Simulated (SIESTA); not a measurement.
A run of SIESTA 5.4.2:

ZrVSi.fdf

```
SystemName                      ZrVSi
SystemLabel                     ZrVSi
NumberOfSpecies                 3
NumberOfAtoms                   6
%block ChemicalSpeciesLabel
  1  40 Zr
  2  23 V
  3  14 Si
%endblock ChemicalSpeciesLabel

LatticeConstant                 1.0 Ang
%block LatticeVectors
     3.6950000000     0.0000000000     0.0000000000
     0.0000000000     3.6950000000     0.0000000000
     0.0000000000     0.0000000000     7.2120000000
%endblock LatticeVectors
AtomicCoordinatesFormat         Fractional
%block AtomicCoordinatesAndAtomicSpecies
    -0.0100930000     0.5044550000     0.3569810000  1  Zr
     0.5079540000    -0.0086430000     0.6415910000  1  Zr
     0.5062910000     0.4938510000    -0.0112190000  2  V
    -0.0085150000    -0.0031220000     0.0034390000  2  V
    -0.0043040000     0.5044430000     0.7448810000  3  Si
     0.4929320000    -0.0011690000     0.2604130000  3  Si
%endblock AtomicCoordinatesAndAtomicSpecies

%block kgrid.MonkhorstPack
    7   0   0  0.0
    0   7   0  0.0
    0   0   4  0.0
%endblock kgrid.MonkhorstPack
XC.Functional                   GGA
XC.Authors                      PBEsol
PAO.BasisSize                   DZP
PAO.EnergyShift                 0.003 Ry
Mesh.Cutoff                     800 Ry
Spin                            polarized
%block DM.InitSpin
    1   0.000
    2   0.000
    3   2.000
    4   2.000
    5   0.000
    6   0.000
%endblock DM.InitSpin
OccupationFunction              FD
ElectronicTemperature           0.05 eV
MaxSCFIterations                200
SCF.MustConverge                false
SCF.Mixer.Method                Pulay
SCF.Mixer.Weight                0.1
SCF.Mixer.History               10
SCF.DM.Tolerance                5.0e-05
SCF.H.Tolerance                 1.0e-03 eV
WriteForces                     true
Charge.Mulliken                 end
%block PAO.Basis
  Zr 5
  n=4 0 2
    3.497 0.000
  n=5 0 2
    8.986 0.000
  n=4 1 2
    4.065 0.000
  n=5 1 1
    8.986
  n=4 2 2
    7.326 0.000
  V 5
  n=3 0 2
    2.997 0.000
  n=4 0 2
    8.412 0.000
  n=3 1 2
    3.380 0.000
  n=4 1 1
    8.412
  n=3 2 2
    5.772 0.000
%endblock PAO.Basis
```

Potentials or basis: PseudoDojo 0.4 standard (PBEsol files), DZP (energy shift 0.003 Ry; two zetas on semicore shells).

The run is started by

```console
$ siesta ZrVSi.fdf > ZrVSi.out 2>&1
```

Hardware: 1 thread of Arm Neoverse V1 (shared host).

Task: How long does it take, and how much memory?

Result: Run time: 14 min on 1 thread of Arm Neoverse V1, on a shared host, peak memory 0.8 GiB. Counts: scf iterations 22, k points 102, bands 118.
